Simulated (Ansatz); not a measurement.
# C2H4AlN: vertical ionisation energy

An exercise on one series of results from a longer session: the logs are not shown, and one member is left open.

Computed with Ansatz 0.2.0, Gaussian basis. Level: unrestricted cation, the program's frozen cores in correlated methods.

Plan: UKS PBE-D4/def2-TZVPP; UKS r2SCAN-D4/def2-TZVPP; UKS PBE0-D4/def2-TZVPP; UKS B3LYP-D4/def2-TZVPP; UKS wB97X-V/def2-TZVPP; UKS wB97M-V/def2-TZVPP; UKS B2PLYP/def2-TZVPP; UHF-MP2/def2-TZVPP; UHF-MP2/def2-QZVPP; then −ε(HOMO) from the neutral's earlier runs with LDA (SPW92), PBE-D4, revPBE-D4, BLYP-D4, r2SCAN-D4, B97M-V, PBE0-D4, B3LYP-D4, r2SCANh-D4, r2SCAN0-D4, HSE06-D4, BHLYP-D4, CAM-B3LYP-D4, LC-ωPBE, ωB97X-V, ωB97M-V.

1 further run of the same task is left out (it didn't finish).

### The relaxed structure

The geometry comes from an earlier relaxation with PBE0-D4 in a triple-zeta def2 set; it is a stationary point, not always the lowest conformer.

SMILES `N#C[CH2][AlH2]`, 8 atoms, charge 0, spin multiplicity 1.

Atoms are counted from 1 here; the program's logs count them from 0.

Bond lengths: N1–C2 1.155 Å, C2–C3 1.439 Å, C3–Al4 1.991 Å, C3–H5 1.091 Å, C3–H6 1.091 Å, Al4–H7 1.579 Å, Al4–H8 1.579 Å. Angles: N1–C2–C3 172.8°, C2–C3–Al4 98.1°, C2–C3–H5 110.6°, C2–C3–H6 110.6°, Al4–C3–H5 113.5°, Al4–C3–H6 113.5°, H5–C3–H6 109.9°, C3–Al4–H7 117.8°, C3–Al4–H8 117.8°, H7–Al4–H8 124.3°.

The first run:

The input, in.yaml:

```yaml
crystal:
  periodic: [false, false, false]
  atoms:
    - {symbol: N, position_ang: [-0.896330, 1.149898, 1.891674]}
    - {symbol: C, position_ang: [-0.113365, 0.891797, 1.082705]}
    - {symbol: C, position_ang: [0.744383, 0.447738, 0.015769]}
    - {symbol: Al, position_ang: [-0.454950, -0.945397, -0.748024]}
    - {symbol: H, position_ang: [1.677889, 0.047588, 0.414747]}
    - {symbol: H, position_ang: [0.955072, 1.266817, -0.673767]}
    - {symbol: H, position_ang: [-1.475597, -0.505099, -1.869453]}
    - {symbol: H, position_ang: [-0.345002, -2.410441, -0.169451]}
basis:
  gaussian: {orbitals: def2-TZVPP}
total_charge: 1
magnetization: {spin_polarized: true, initial_magnetization: 1}
hamiltonian: {xc: pbe, dispersion: d4}
```

The run is started by

```sh
$ ansatz run in.yaml --threads 2 --pin off --events-out ev --progress --plain --max-ram 4352MiB
```

Among the steps run: Cation, UKS PBE-D4/def2-TZVPP; Cation, UKS r2SCAN-D4/def2-TZVPP; Cation, UKS PBE0-D4/def2-TZVPP; Cation, UKS B3LYP-D4/def2-TZVPP; Cation, UKS wB97X-V/def2-TZVPP; Cation, UKS wB97M-V/def2-TZVPP; Cation, UKS B2PLYP (frozen core)/def2-TZVPP; Cation, UHF-MP2/def2-TZVPP; Cation, UHF-MP2/def2-QZVPP.

One of the session's tables, all rows but one given; the rest of the session is left out.

For comparison, −ε(HOMO) of the neutral from earlier runs:

```
  functional  −ε(HOMO) (eV)
 LDA (SPW92)           7.27
      PBE-D4           7.11
   revPBE-D4           7.04
     BLYP-D4           6.97
   r2SCAN-D4           7.35
      B97M-V           7.40
     PBE0-D4           8.32
    B3LYP-D4           8.10
  r2SCANh-D4           7.81
  r2SCAN0-D4           8.49
    HSE06-D4           7.92
    BHLYP-D4              ?
CAM-B3LYP-D4           9.66
     LC-ωPBE          11.02
     ωB97X-V          10.64
     ωB97M-V          10.50
```

Estimate the missing values for BHLYP-D4.

Worked estimate for «−ε(HOMO) (eV)». Against the share of exact exchange, BLYP-D4 (0, 6.97), B3LYP-D4 (0.2, 8.10) give a slope of 5.65 per unit share; at 0.5 the line stands at 9.79.

**Answer.** −ε(HOMO) (eV): 9.44. In «−ε(HOMO) (eV)» the line misses by +0.35.
